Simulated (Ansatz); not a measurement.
# Tl (bcc type): the cost of one run

Program: Ansatz 0.2.0. Level of theory: DFT, PBEsol, all-electron LAPW, scalar-relativistic. These are calculated values, not measurements.

This is Tl in the bcc structure; at room conditions it is hcp.

**1. Starting point**

Symmetry: Im-3m, No. 229, cubic system. Conventional cell: a = 3.276 Å, b = 3.276 Å, c = 3.276 Å, α = 90.00°, β = 90.00°, γ = 90.00°. Tl (site symmetry m-3m) has 8 Tl at 2.84 Å in its first shell of neighbours.

Structure file:

```
CELL_PARAMETERS angstrom
-1.63803 1.63803 1.63803
1.63803 -1.63803 1.63803
1.63803 1.63803 -1.63803
ATOMIC_POSITIONS crystal
Tl 0.00000 0.00000 0.00000
```

**2. Bcc relaxed under pressure, LAPW**

input.yaml

```yaml
crystal:
  lattice:
    - [-1.6380305922, 1.6380305922, 1.6380305922]
    - [1.6380305922, -1.6380305922, 1.6380305922]
    - [1.6380305922, 1.6380305922, -1.6380305922]
  atoms:
    - { symbol: Tl, position: [0.0, 0.0, 0.0] }
kpoints:
  mp_grid: { grid: [16, 16, 16] }
scf:
  occupations: { method: fermi_dirac, width: 0.08 }
hamiltonian:
  xc: pbesol
  pseudopotentials: { kind: all_electron, lapw: { basis_error: 0.0005 } }
output:
  forces: true
  stress: true
  eigenvalues: true
relax:
  f_tol: 0.005
  max_steps: 12
  cell: { p_target: 67.0, stress_tol: 0.034 }
```

On the command line:

```console
$ ansatz run input.yaml --threads 1 --pin off --max-ram 3584MiB --backend cpu --events-out ev --progress --plain --runs-dir out
```

What time and memory should one allow on 1 thread of Arm Neoverse V1, shared host?

About 34 s, with a peak of 0.41 GiB.
